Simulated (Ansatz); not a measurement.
# KI: a phonon run

Wanted: a converged phonon run for KI, and a check of what comes out. The structure is shown as the input types it.

Program: Ansatz 0.2.0. Level of theory: DFT, LDA, PAW with Ansatz's default frozen-core files, scalar-relativistic; harmonic phonons by finite displacements. These are calculated values, not measurements.

1 further run of the same task is left out (it didn't finish).

## Step 1: The starting structure

It takes space group Fm-3m (No. 225, cubic). The conventional cell has a = 6.823 Å, b = 6.823 Å, c = 6.823 Å, α = 90.00°, β = 90.00°, γ = 90.00°. K (site symmetry m-3m) is surrounded by 6 I at 3.41 Å. I (site symmetry m-3m) is surrounded by 6 K at 3.41 Å.

Structure file:

```
K I
1.0
     0.00000    3.41148    3.41148
     3.41148    0.00000    3.41148
     3.41148    3.41148    0.00000
K I
1 1
Direct
  0.00000 0.00000 0.00000
  0.50000 0.50000 0.50000
```

## Step 2: The calculation

File input.yaml:

```yaml
crystal:
  lattice:
    - [0.0, 3.41147576589, 3.41147576589]
    - [3.41147576589, 0.0, 3.41147576589]
    - [3.41147576589, 3.41147576589, 0.0]
  atoms:
    - { symbol: K, position: [0.0, 0.0, 0.0] }
    - { symbol: I, position: [0.5, 0.5, 0.5] }
kpoints:
  mp_grid: { grid: [6, 6, 6] }
scf:
  occupations: { method: fixed }
  max_iter: 80
hamiltonian:
  xc: lda
  pseudopotentials: { kind: paw }
phonons:
  qmesh: [2, 2, 2]
  qpath:
    path:
      - [0.0, 0.0, 0.0]
      - [0.5, 0.0, 0.5]
      - [0.625, 0.25, 0.625]
      - [0.375, 0.375, 0.75]
      - [0.0, 0.0, 0.0]
      - [0.5, 0.5, 0.5]
      - [0.5, 0.25, 0.75]
      - [0.5, 0.0, 0.5]
    npoints: 6
  temperatures: { t_min: 0, t_max: 1000, t_step: 100 }
accuracy: many
```

Run with:

```console
$ ansatz run input.yaml --threads 2 --pin off --max-ram 5120MiB --backend cpu --events-out ev --progress --plain --runs-dir out
```

Q: Will this input give a usable result? If not, why, and what should change?

Nothing was computed: the input was turned down at the start. It says: «line 31 column 1: unknown variant `many`, expected one of low, medium, high»

Look at the input: accuracy is many. A value is not one that its key takes.

Remedy: delete accuracy (the default then holds).
